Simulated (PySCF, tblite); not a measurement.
# C₆H₈B radical: geometry, infrared bands and EPR parameters

Aim: predict the infrared bands and EPR parameters of C₆H₈B radical (`[BH]C(=C)C(=C)C=C`).

Programs: tblite 0.8.0 and PySCF 2.14.0, with density-fitted response routines of our own. Each step states its level of theory. These are calculated values for one molecule in the gas phase, unless marked as measured. Atoms are numbered from 0 throughout.

### Step 1. The molecule as given

15 atoms, charge 0, multiplicity 2; geometry from: force field or distance geometry start.

Bonds of the start (Å): B0–C1 1.56, C1–C2 1.33, C1–C3 1.49, C3–C4 1.35, C3–C5 1.48, C5–C6 1.34, B0–H7 1.19, C2–H8 1.09, C2–H9 1.07, C4–H10 1.08, C4–H11 1.08, C5–H12 1.09, C6–H13 1.08, C6–H14 1.08.

### Step 2. Optimising the geometry with GFN2-xTB

What the job is given:

```
{"job": {"kind": "relax", "xc": "GFN2-xTB", "basis": "xTB"}, "charge": 0, "multiplicity": 2}
B     -2.089900     1.247100    -0.286700
C     -1.073600     0.067400    -0.326500
C     -1.229200    -0.924000    -1.200900
C      0.067600     0.038900     0.631600
C     -0.166400     0.174400     1.956800
C      1.459000    -0.196900     0.184700
C      1.863000    -0.005000    -1.074400
H     -1.967900     2.142500     0.488200
H     -2.059600    -0.913800    -1.904800
H     -0.560500    -1.762200    -1.233900
H     -1.173700     0.315000     2.325100
H      0.640300     0.145500     2.670700
H      2.206600    -0.483900     0.927200
H      1.185000     0.326700    -1.843700
H      2.895000    -0.163600    -1.335200
```

Launch:

```
> OMP_NUM_THREADS=1 python probes_run.py task.json out
```

This one command runs all jobs of the session in turn.

Standard output:

```text
step      E/eV     max force
  0    -488.45162    1.153
  1    -488.49147    0.778
  2    -488.51728    0.690
  3    -488.56354    0.959
  4    -488.53378    3.462
  5    -488.67902    1.401
  6    -488.75128    1.316
  7    -488.89785    2.015
  8    -488.95280    0.713
  9    -488.98568    0.426
 10    -488.99678    0.349
 11    -489.00579    0.233
 12    -489.01341    0.271
 13    -489.01921    0.205
 14    -489.02213    0.120
 15    -489.02363    0.084
 16    -489.02494    0.099
 17    -489.02631    0.106
 18    -489.02745    0.078
 19    -489.02836    0.074
 20    -489.02926    0.087
 21    -489.03033    0.100
 22    -489.03146    0.088
 23    -489.03238    0.080
 24    -489.03305    0.061
 25    -489.03362    0.062
 26    -489.03418    0.068
 27    -489.03468    0.058
 28    -489.03512    0.060
 29    -489.03561    0.090
 30    -489.03628    0.106
 31    -489.03710    0.092
 32    -489.03784    0.075
 33    -489.03836    0.055
 34    -489.03874    0.055
 35    -489.03915    0.053
 36    -489.03967    0.063
 37    -489.04022    0.070
 38    -489.04068    0.051
 39    -489.04102    0.054
 40    -489.04135    0.055
 41    -489.04182    0.059
 42    -489.04251    0.078
 43    -489.04336    0.082
 44    -489.04413    0.085
 45    -489.04463    0.069
 46    -489.04492    0.040
 47    -489.04515    0.038
 48    -489.04537    0.041
 49    -489.04561    0.043
 50    -489.04589    0.049
 51    -489.04623    0.045
 52    -489.04661    0.047
 53    -489.04694    0.049
 54    -489.04721    0.049
 55    -489.04743    0.042
 56    -489.04765    0.034
 57    -489.04787    0.036
 58    -489.04806    0.035
 59    -489.04821    0.025
 60    -489.04832    0.026
 61    -489.04843    0.028
 62    -489.04856    0.030
 63    -489.04872    0.039
 64    -489.04890    0.041
 65    -489.04908    0.036
 66    -489.04927    0.030
 67    -489.04951    0.053
 68    -489.04978    0.050
 69    -489.05006    0.037
 70    -489.05021    0.028
 71    -489.05034    0.036
 72    -489.05053    0.041
 73    -489.05082    0.048
 74    -489.05139    0.054
 75    -489.05768    0.580
 76    -489.04906    0.398
 77    -489.04748    0.250
 78    -489.05331    0.163
 79    -489.05284    0.061
 80    -489.05420    0.283
 81    -489.08472    1.346
 82    -489.05420    0.316
 83    -489.05406    0.297
 84    -489.05346    0.275
 85    -489.02507    0.660
 86    -489.05343    0.283
 87    -489.05360    0.300
 88    -489.05171    0.244
 89    -489.05555    0.454
 90    -489.04652    0.325
 91    -489.05590    0.429
 92    -489.09419    1.251
 93    -489.05468    0.409
 94    -489.05393    0.369
 95    -489.05023    0.501
 96    -489.05506    0.380
 97    -489.05773    0.420
 98    -489.05210    0.384
 99    -489.03626    0.613
100    -489.05408    0.382
101    -489.05709    0.443
102    -489.04297    0.573
103    -489.05864    0.473
104    -489.10379    1.203
105    -489.05475    0.653
106    -489.04644    0.566
107    -489.06335    0.688
108    -489.04743    0.515
109    -488.99879    1.070
110    -489.05012    0.387
111    -489.05345    0.287
112    -489.06299    0.396
113    -489.04696    0.512
114    -489.06303    0.399
115    -489.04710    0.504
116    -488.97865    1.393
117    -489.04891    0.392
118    -489.05202    0.275
119    -489.05767    0.192
120    -489.08571    1.007
121    -489.05665    0.245
122    -489.05353    0.285
123    -489.07663    0.739
124    -489.05372    0.218
125    -489.04673    0.442
126    -489.06178    0.415
127    -489.09735    1.372
128    -488.98211    2.077
129    -489.09648    1.385
130    -489.09619    1.403
131    -489.09783    1.380
132    -489.09968    1.382
133    -489.10326    1.454
134    -489.10414    1.547
135    -489.09950    1.513
136    -489.11293    1.682
137    -489.11374    1.702
138    -489.11264    1.759
139    -489.11472    1.666
140    -489.11578    1.634
141    -489.12092    1.548
142    -489.12817    1.496
143    -489.14093    1.490
144    -489.15797    1.515
145    -489.18611    1.700
146    -489.23350    1.821
147    -489.28633    2.157
148    -489.12503    3.311
149    -489.46298    3.368
150    -489.59807    1.653
151    -489.69625    1.537
152    -489.78744    1.200
153    -489.84946    1.082
154    -489.90798    0.945
155    -489.94513    1.062
156    -489.97331    1.123
157    -489.99898    1.100
158    -490.02202    0.974
159    -490.02995    0.802
160    -490.03914    0.635
161    -490.04792    0.506
162    -490.05685    0.493
163    -490.06350    0.503
164    -490.06992    0.607
165    -490.07535    0.704
166    -490.07860    0.758
167    -490.07968    0.741
168    -490.07986    0.728
169    -490.07977    0.716
170    -490.07985    0.738
171    -490.07947    0.730
172    -490.08192    0.745
173    -490.08270    0.726
174    -490.08366    0.666
175    -490.08459    0.608
176    -490.08591    0.543
177    -490.09017    0.487
178    -490.09779    0.357
179    -490.11549    0.278
180    -490.12909    0.318
181    -490.12922    0.884
182    -490.15473    0.765
183    -490.16474    0.697
184    -490.17849    0.707
185    -490.19664    0.721
186    -490.21180    0.684
187    -490.23392    0.494
188    -490.24864    0.338
189    -490.25684    0.254
190    -490.26328    0.213
191    -490.26777    0.142
192    -490.27182    0.153
193    -490.27376    0.160
194    -490.27618    0.134
195    -490.27789    0.127
196    -490.27986    0.149
197    -490.28155    0.126
198    -490.28320    0.155
199    -490.28459    0.120
200    -490.28593    0.134
201    -490.28756    0.141
202    -490.28977    0.185
203    -490.29253    0.198
204    -490.29538    0.180
205    -490.29791    0.177
206    -490.30006    0.127
207    -490.30174    0.130
208    -490.30286    0.100
209    -490.30384    0.106
210    -490.30466    0.067
211    -490.30539    0.064
212    -490.30589    0.072
213    -490.30651    0.088
214    -490.29964    0.421
215    -490.30713    0.068
216    -490.30746    0.051
217    -490.30782    0.048
218    -490.30885    0.065
219    -490.30931    0.073
220    -490.30992    0.077
221    -490.31036    0.050
222    -490.31084    0.053
223    -490.31132    0.074
224    -490.31186    0.073
225    -490.31230    0.050
226    -490.31259    0.029
227    -490.31279    0.026
228    -490.31298    0.022
229    -490.31310    0.021
230    -490.31315    0.013
231    -490.31316    0.009
```

It took 1 s on 1 thread of Arm Neoverse V2, shared host.

The steps of the relaxation: (not every step is listed) (the energy doesn't fall at every step)

```tsv
step	energy from step 0 (eV)	largest force (eV/Å)
0	0.0000	1.1531
1	-0.0399	0.7776
2	-0.0657	0.6901
3	-0.1119	0.9589
4	-0.0822	3.4620
5	-0.2274	1.4005
6	-0.2997	1.3156
7	-0.4462	2.0147
8	-0.5012	0.7128
29	-0.5840	0.0902
50	-0.5943	0.0494
71	-0.5987	0.0358
92	-0.6426	1.2509
113	-0.5953	0.5121
134	-0.6525	1.5467
155	-1.4935	1.0619
176	-1.6343	0.5426
197	-1.8299	0.1257
218	-1.8572	0.0654
226	-1.8610	0.0289
227	-1.8612	0.0261
228	-1.8614	0.0225
229	-1.8615	0.0205
230	-1.8615	0.0130
231	-1.8615	0.0092
```

Distances of close pairs at the start and the end, largest changes first:

```tsv
bond	before (Å)	after (Å)	change (Å)
B0–C4	3.144	1.590	-1.554
C3–C4	1.353	1.489	+0.136
C3–C5	1.480	1.415	-0.065
C1–C3	1.490	1.440	-0.050
B0–H7	1.190	1.164	-0.026
B0–C1	1.558	1.537	-0.021
C4–H11	1.078	1.089	+0.011
C2–H8	1.089	1.077	-0.011
```

The end geometry stands in the next job.

### Step 3. Infrared spectrum with GFN2-xTB

What the job is given:

```
{"job": {"kind": "ir", "xc": "GFN2-xTB", "basis": "xTB"}, "charge": 0, "multiplicity": 2}
B     -1.408386     0.945980     0.723276
C     -1.064738    -0.175653    -0.269767
C     -1.427775    -0.898920    -1.337996
C      0.133704    -0.067414     0.521624
C     -0.458701     0.317479     1.832364
C      1.487705     0.054259     0.127309
C      1.936680    -0.097895    -1.131496
H     -1.741254     2.048812     0.556774
H     -2.403789    -0.785478    -1.780035
H     -0.798402    -1.673038    -1.749606
H     -0.858541    -0.531090     2.383289
H      0.159094     0.918919     2.497386
H      2.197107     0.260578     0.921618
H      1.258910    -0.275955    -1.948370
H      2.983973    -0.032594    -1.368281
```

Standard output:

```text
mode    cm-1     km/mol
  1     119.7      0.11
  2     152.9      0.12
  3     187.7      0.11
  4     241.9      0.74
  5     334.1      1.47
  6     427.6     10.39
  7     464.3      0.17
  8     540.4      0.60
  9     604.3      8.83
 10     644.6      4.93
 11     671.6     16.80
 12     760.1     12.01
 13     816.0      8.15
 14     835.8     19.63
 15     840.0     15.68
 16     851.3     36.11
 17     904.6      5.31
 18     944.0      7.62
 19     977.7     14.15
 20     987.4      2.90
 21    1025.9      7.79
 22    1076.7      3.52
 23    1114.3     31.15
 24    1201.6     20.24
 25    1291.0      0.39
 26    1341.2      1.85
 27    1407.9      3.64
 28    1420.3      3.92
 29    1462.9      5.10
 30    1557.1     13.12
 31    1639.6      5.07
 32    2685.0    159.93
 33    2975.8     28.74
 34    3001.5     49.61
 35    3030.9     43.73
 36    3072.4     24.83
 37    3106.9     31.92
 38    3111.9      9.08
 39    3143.2     32.16
```

Wall time 0.3 s (1 thread of Arm Neoverse V2, shared host).

Which atoms move in the most intense modes:

```tsv
cm⁻¹	km/mol	atoms
851	36.1	H7 21 %, H10 12 %, H9 12 %, B0 11 %
1114	31.1	H11 31 %, C4 17 %, H10 10 %
2685	159.9	H7 91 %
2976	28.7	H10 70 %, H11 21 %
3002	49.6	H11 72 %, H10 23 %
3031	43.7	H12 92 %
3107	31.9	H8 82 %
3143	32.2	H14 45 %, H13 44 %
```

The optimised geometry no longer has the bonds of the starting formula, so what follows describes that rearranged structure.

### Step 4. g tensor and hyperfine couplings: B3LYP/pcH-1

The job, as its differences from that of step 3:

```diff
@@ -1,2 +1,2 @@
-{"job": {"kind": "ir", "xc": "GFN2-xTB", "basis": "xTB"}, "charge": 0, "multiplicity": 2}
+{"job": {"kind": "epr", "basis": "pcH-1"}, "charge": 0, "multiplicity": 2}
 B     -1.408386     0.945980     0.723276
```

With the program's defaults for keys left out, this is: UKS B3LYP, pcH-1 on B C H, non-relativistic, mean-field spin-orbit, GIAO.

Standard output:

```text
UKS, coarse grid
  cycle   1  E = -258.15894310  |g| = 3.13e-01
  cycle   2  E = -258.15039448  |g| = 3.48e-01
  cycle   3  E = -258.21405882  |g| = 4.72e-02
  cycle   4  E = -258.21489398  |g| = 3.20e-02
  cycle   5  E = -258.21551095  |g| = 7.20e-03
  cycle   6  E = -258.21558055  |g| = 5.30e-03
  cycle   7  E = -258.21561731  |g| = 3.10e-03
  cycle   8  E = -258.21562691  |g| = 1.32e-03
  cycle   9  E = -258.21562873  |g| = 3.82e-04
UKS, final grid
  cycle   1  E = -258.21557741  |g| = 5.72e-04
  cycle   2  E = -258.21557702  |g| = 1.06e-03
  cycle   3  E = -258.21557763  |g| = 9.32e-05
  cycle   4  E = -258.21557764  |g| = 6.18e-05
  cycle   5  E = -258.21557764  |g| = 3.05e-05
  cycle   6  E = -258.21557765  |g| = 9.85e-06
E = -258.21557765 Eh   <S^2> = 0.7825 (exact 0.7500)
g shifts (ppm)      1          2          3
  rmc          -132       -132       -132
  gc             16         16         12
  oz_so         173        489        752
  total          57        373        631
hyperfine (MHz)  atom isotope    a_iso     a_fc   dipolar eigenvalues
    0   11B      45.39      45.39     -8.21     -7.24     15.44
    1   13C     -40.18     -40.18    -21.43      6.60     14.83
    2   13C      42.98      42.98    -36.44    -35.46     71.90
    3   13C      45.32      45.32    -34.19    -32.30     66.49
    4   13C     -27.08     -27.08     -3.78     -0.14      3.92
    5   13C     -32.16     -32.16    -20.55      8.74     11.82
    6   13C      31.09      31.09    -28.56    -26.95     55.51
    7    1H      -7.10      -7.10     -4.16     -1.65      5.80
    8    1H     -30.68     -30.68    -17.19     -1.03     18.22
    9    1H     -29.35     -29.35    -15.40     -1.18     16.58
   10    1H     130.51     130.51     -2.92     -1.10      4.03
   11    1H      23.89      23.89     -2.11     -1.42      3.53
   12    1H      10.00      10.00     -3.23     -1.47      4.69
   13    1H     -21.92     -21.92    -10.81     -2.79     13.60
   14    1H     -22.64     -22.64    -14.00     -0.52     14.52
```

Run time: 50 s. Hardware: 1 thread of Arm Neoverse V2, shared host; peak memory 0.97 GiB.

Principal g values 2.00238, 2.00269, 2.00295; g(iso) = 2.00267, against 2.00232 for a free electron.

Hyperfine couplings, nucleus by nucleus at this fixed geometry (no averaging over rotations):

```tsv
nuclei	isotope	a(iso) (MHz)	a(iso) (G, at g = 2.0023)	largest dipolar term (MHz)
H10	1H	130.5	46.6	4.0
B0	11B	45.4	16.2	15.4
C3	13C	45.3	16.2	66.5
C2	13C	43.0	15.3	71.9
C1	13C	-40.2	-14.3	-21.4
C5	13C	-32.2	-11.5	-20.6
C6	13C	31.1	11.1	55.5
H8	1H	-30.7	-10.9	18.2
H9	1H	-29.3	-10.5	16.6
C4	13C	-27.1	-9.7	3.9
H11	1H	23.9	8.5	3.5
H14	1H	-22.6	-8.1	14.5
H13	1H	-21.9	-7.8	13.6
H12	1H	10.0	3.6	4.7
```

Mulliken spin populations:

B0 0.14; C1 -0.18; C2 0.49; C3 0.40; C4 -0.04; C5 -0.18; C6 0.37; H7 -0.01; H8 -0.02; H9 -0.02; H10 0.05; H11 0.01; H12 0.01; H13 -0.01; H14 -0.02

Orbitals, density, ELF and potential are computed afterwards from the orbital file.

ELF in a plane through or near 8 of the atoms.

Ten even steps from ' ' (0.00) to '@' (1.00):
```
                                                        
                                                        
                            ..::..                      
                          ++%%@@@@**                    
                        ::%%@@@@@@%%..                  
                  ..==******%%@@%%--                    
                    --####..::++--                      
            ::****..  ..==%%@@********--..              
            ==@@@@@@::  ..++--@@==@@%%==::              
            ::##@@%%--  ::##%%##++++++++--..            
        ==**##**::--**==##==..--==**%%%%++::            
      ==@@@@@@@@++####==##%%==####--**##==..            
      --@@@@@@%%----++==**==::--++**##++::              
        ==****..  --@@@@@@--  ..@@@@@@%%--              
                  **@@@@@@--  ..@@@@@@@@==              
                  ..**%%++      --####--                
                                                        
                                                        
                                                        
                                                        
```
The map spans 11.4 Å across and 11.3 Å up, centred on the molecule. Atoms in the plane (x, y in Å): C1 (0.6, 0.9), C2 (0.1, 2.1), C3 (0.2, -0.4), C5 (-1.0, -1.1), C6 (-2.2, -0.5), H8 (0.5, 3.0), H11 (1.6, -2.1), H12 (-1.0, -2.2).

On the surface of density 0.002 e/bohr³ the electrostatic potential runs, from the 1st to the 99th percentile, from -0.53 V near C2 to 0.91 V near H14.

The spin density lies nearest to C2, C3 about 21 % each; C6 16 %; B0 8 %; C1, C5 about 7 % each (beta excess).

### Step 5. Summary of results

```
                                 quantity                  value
strongest single infrared mode (GFN2-xTB)  2685 cm⁻¹, 160 km/mol
             zero-point energy (GFN2-xTB)          72.9 kcal/mol
                           g(iso) (B3LYP)                2.00267
                                     ⟨S²⟩     0.783 (exact 0.75)
                           largest a(iso)   1H on H10, 130.5 MHz
    surface potential, 1st and 99th percentile     -0.53 V and 0.91 V
```

**Reading.** Over 231 steps the energy fell by 1.862 eV; of the close pairs, B0–C4 changed most, 3.144 to 1.590 Å. No mode is imaginary among the 39: a minimum at this level. The strongest single mode, at 2685 cm⁻¹, moves mainly H7. Unscaled tight-binding wavenumbers are off by several per cent, some by more. Its intensities can rank the bands wrongly. The structure rearranged or came apart on optimisation; the results belong to the end geometry, not to the formula as drawn. The largest spin populations lie on C2 (0.49 e), C3 (0.40 e), C6 (0.37 e). The isotropic g lies 0.4 ppt above the free-electron value.
